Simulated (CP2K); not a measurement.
# C3H9NSi (SMILES CC1[SiH2]N1C), run twice

Wanted: energy and gradient of C3H9NSi, GFN1-xTB.

The results are computed with CP2K 2026.2.

3 further runs of the same task are left out: 3 set aside as unsound or not needed.

## (1) The molecule

C3H9NSi: 14 atoms, total charge 0, spin state singlet. SMILES: `CC1[SiH2]N1C`. The shape comes from a force field and isn't a relaxed structure.

Bond lengths: C1–C2 1.421 Å, C2–Si3 1.846 Å, C2–N4 1.494 Å, Si3–N4 1.736 Å, N4–C5 1.387 Å, C1–H6 1.154 Å, C1–H7 1.105 Å, C1–H8 1.080 Å, C2–H9 1.043 Å, Si3–H10 1.505 Å, Si3–H11 1.498 Å, C5–H12 1.070 Å, C5–H13 1.130 Å, C5–H14 1.104 Å. Some angles: C1–C2–Si3 118.0°, C1–C2–N4 121.3°, Si3–C2–N4 61.6°, C2–Si3–N4 49.2°, C2–N4–Si3 69.2°, C2–N4–C5 114.6°, Si3–N4–C5 129.3°, C1–C2–H9 114.5°, Si3–C2–H9 114.9°, N4–C2–H9 116.4°.

## (2) The input as first written

Contents of molecule.xyz:

```xyz
14

C     -1.736300     0.553600    -0.507400
C     -0.459100    -0.069500    -0.523700
Si    -0.163800    -1.470800     0.640800
N      0.514500     0.126600     0.592000
C      1.778600     0.533500     0.190200
H     -1.711000     1.589600    -1.014000
H     -2.155700     0.771500     0.491900
H     -2.475800     0.018400    -1.083700
H     -0.052800    -0.197400    -1.475600
H      1.042000    -2.350800     0.449400
H     -0.962300    -1.590100     1.902900
H      2.207900    -0.008800    -0.626000
H      1.718900     1.629700    -0.075500
H      2.442100     0.435200     1.067500
```

Contents of job.inp:

```
&GLOBAL
  PROJECT_NAME job
  RUN_TYPE SINGLE_POINT
  PRINT_LEVEL MEDIUM
&END

&FORCE_EVAL
  METHOD QS
  &DFT
    CHARGE 0
    MULTIPLICITY 1
    &QS
      METHOD XTB
      EPS_DEFAULT 1.0E-10
      &XTB
        GFN_TYPE 1
        CHECK_ATOMIC_CHARGES F
      &END
    &END
    &POISSON
      PERIODIC NONE
      POISSON_SOLVER ANALYTIC
    &END
    # self-consistent field
    &SCF
      SCF_GUESS ATOMIC
      EPS_SCF 1.0E-07
      MAX_SCF 150
      ADDED_MOS 4
      &DIAGONALIZATION
        ALGORITHM STANDARD
      &END
      &MIXING
        METHOD BROYDEN_MIXING
        ALPHA 0.2
        NBUFFER 8
      &END
      &SMEAR ON
        METHOD FERMI_DIRAC
        ELECTRONIC_TEMPERATURE [K] 300
      &END
    &END
    # extra output
    &PRINT
      &MOMENTS
        PERIODIC F
        REFERENCE COM
        MAX_MOMENT 1
      &END
      &MO ON
        ENERGIES T
        OCCUPATION_NUMBERS T
        NDIGITS 6
        &EACH
          QS_SCF 0
        &END
        ADD_LAST NUMERIC
      &END
      &HIRSHFELD OFF
      &END
    &END
  &END
  # atoms, cell and kinds
  &SUBSYS
    # box in angstrom
    &CELL
      ABC [angstrom] 20.9 20 19.4
      PERIODIC NONE
    &END
    &TOPOLOGY
      COORD_FILE_NAME molecule.xyz
      COORD_FILE_FORMAT XYZ
      &CENTER_COORDINATES
      &END
    &END
  &END
  # extra output
  &PRINT
    &FORCES ON
    &END
  &END
&END
```

On the command line:

```bash
$ OMP_NUM_THREADS=1 cp2k.psmp job.inp > job.out
```

What it wrote:

```text
*******************************************************************************
 *   ___                                                                       *
 *  /   \                                                                      *
 * [ABORT]                                                                     *
 *  \___/               invalid value for enumeration:SINGLE_POINT             *
 *    |                                                                        *
 *  O/|                                                                        *
 * /| |                                                                        *
 * / \                                     input/input_enumeration_types.F:215 *
 *******************************************************************************

 ===== Routine Calling Stack =====

            4 val_create_parsing
            3 section_vals_parse
            2 section_vals_parse
            1 read_input

Program received signal SIGABRT: Process abort signal.
```

Run time: 0.32 s. Hardware: 1 thread of Arm Neoverse N1, shared host; peak memory 0.13 GiB.

## (3) Reading the log

The program refused the input.

The telling line is `\___/               invalid value for enumeration:SINGLE_POINT`. Cause: unknown run type.

## (4) Try two

molecule.xyz is that of step 2.

Contents of gas.inp:

```
&GLOBAL
  PROJECT_NAME gas
  RUN_TYPE ENERGY_FORCE
  PRINT_LEVEL MEDIUM
&END GLOBAL

&FORCE_EVAL
  METHOD QUICKSTEP
  &DFT
    CHARGE 0
    MULTIPLICITY 1
    &QS
      METHOD XTB
      EPS_DEFAULT 1.0E-10
      &XTB
        GFN_TYPE 1
        CHECK_ATOMIC_CHARGES F
      &END XTB
    &END QS
    &POISSON
      PERIODIC NONE
      POISSON_SOLVER ANALYTIC
    &END POISSON
    &SCF
      SCF_GUESS ATOMIC
      EPS_SCF 1.0E-07
      MAX_SCF 150
      ADDED_MOS 4
      &DIAGONALIZATION
        ALGORITHM STANDARD
      &END DIAGONALIZATION
      &MIXING
        METHOD BROYDEN_MIXING
        ALPHA 0.2
        NBUFFER 8
      &END MIXING
      &SMEAR ON
        METHOD FERMI_DIRAC
        ELECTRONIC_TEMPERATURE [K] 300
      &END SMEAR
    &END SCF
    &PRINT
      &MOMENTS
        PERIODIC F
        REFERENCE COM
        MAX_MOMENT 1
      &END MOMENTS
      &MO ON
        ENERGIES T
        OCCUPATION_NUMBERS T
        NDIGITS 6
        &EACH
          QS_SCF 0
        &END EACH
        ADD_LAST NUMERIC
      &END MO
      &HIRSHFELD OFF
      &END HIRSHFELD
    &END PRINT
  &END DFT
  &SUBSYS
    &CELL
      ABC [angstrom] 20.9 20 19.4
      PERIODIC NONE
    &END CELL
    &TOPOLOGY
      COORD_FILE_NAME molecule.xyz
      COORD_FILE_FORMAT XYZ
      &CENTER_COORDINATES
      &END CENTER_COORDINATES
    &END TOPOLOGY
  &END SUBSYS
  &PRINT
    &FORCES ON
    &END FORCES
  &END PRINT
&END FORCE_EVAL
```

On the command line:

```bash
$ OMP_NUM_THREADS=1 cp2k.psmp -i gas.inp > gas.out 2>&1
```

What it wrote:

```text
CP2K| version string:                                       CP2K version 2026.2
[...]
 GLOBAL| Method name                                                        CP2K
[...]
 GLOBAL| Run type                                                   ENERGY_FORCE
[...]
                             - Atoms:                                         14
[...]
                             - Spherical basis functions:                     43
[...]
 Number of electrons:                                                         30
[...]
     1 NoMix/Diag. 0.20E+00    0.0     1.14595982       -16.0909625876 -1.61E+01
[...]
    60 Broy./Diag. 0.20E+00    0.0     5.4891E-09       -16.1746013598 -3.06E-08
  *** SCF run converged in    60 steps ***
[...]
  Fermi energy:                                                -0.27632775164823
[...]
 TB_DIPOLE| Moment [Debye]         -0.33992011      -0.86883764      -0.87829985
 TB_DIPOLE| Derivative [a.u.]       0.00000000       0.00000000       0.00000000
[...]
 ENERGY| Total FORCE_EVAL ( QS ) energy [hartree]            -16.174601361455633
 FORCES| Atomic forces [hartree/bohr]
 FORCES|   Atom     x               y               z               |f|
 FORCES|      1 -5.58348620E-02  8.10587189E-02 -7.05332099E-03   9.86802770E-02
 FORCES|      2  1.78275838E-02 -5.43053552E-02  1.36859455E-02   5.87724379E-02
 FORCES|      3  1.36403569E-02 -1.60742986E-02  2.83572008E-02   3.53351560E-02
 FORCES|      4 -3.87233580E-02 -1.39645794E-02  1.68268339E-02   4.44707799E-02
 FORCES|      5  4.04150989E-02  5.31908347E-02  1.10127687E-02   6.77046984E-02
 FORCES|      6  1.75494665E-03 -2.05543281E-02  1.12599922E-02   2.35020779E-02
 FORCES|      7  5.14089292E-03 -7.15137571E-03 -4.35568593E-03   9.82562743E-03
 FORCES|      8 -4.84884035E-03 -8.18626962E-03 -1.80646123E-03   9.68450129E-03
 FORCES|      9  1.85265218E-02  6.97969951E-03 -3.55011845E-02   4.06482756E-02
 FORCES|     10 -2.04686959E-02  3.46479799E-03  2.60917122E-03   2.09231956E-02
 FORCES|     11  9.12946683E-03 -3.32718813E-03 -1.47022377E-02   1.76230854E-02
 FORCES|     12  5.53182917E-03 -8.07923279E-03 -1.46751500E-02   1.76418583E-02
 FORCES|     13  7.31431285E-03 -1.57093091E-02  1.00202620E-03   1.73575811E-02
[...]
```

Wall time 0.62 s (1 thread of Arm Neoverse N1, shared host); peak memory 0.15 GiB.

## (5) Results

Level: GFN1-xTB.

| quantity | value |
| --- | --- |
| total energy | -16.17460 Eh |
| dipole moment (from atomic charges alone) | 1.28 D |
| HOMO energy | -9.90 eV |
| LUMO energy | -6.62 eV |
| HOMO–LUMO gap | 3.28 eV |
| dispersion energy | -13.00 kJ/mol |
| largest force on an atom | 5.074 eV/Å |

The dipole comes from point charges on the atoms alone, without atomic dipoles, so it is partial. The largest force is 5.07 eV/Å: the shape isn't a stationary point for this species at this level.
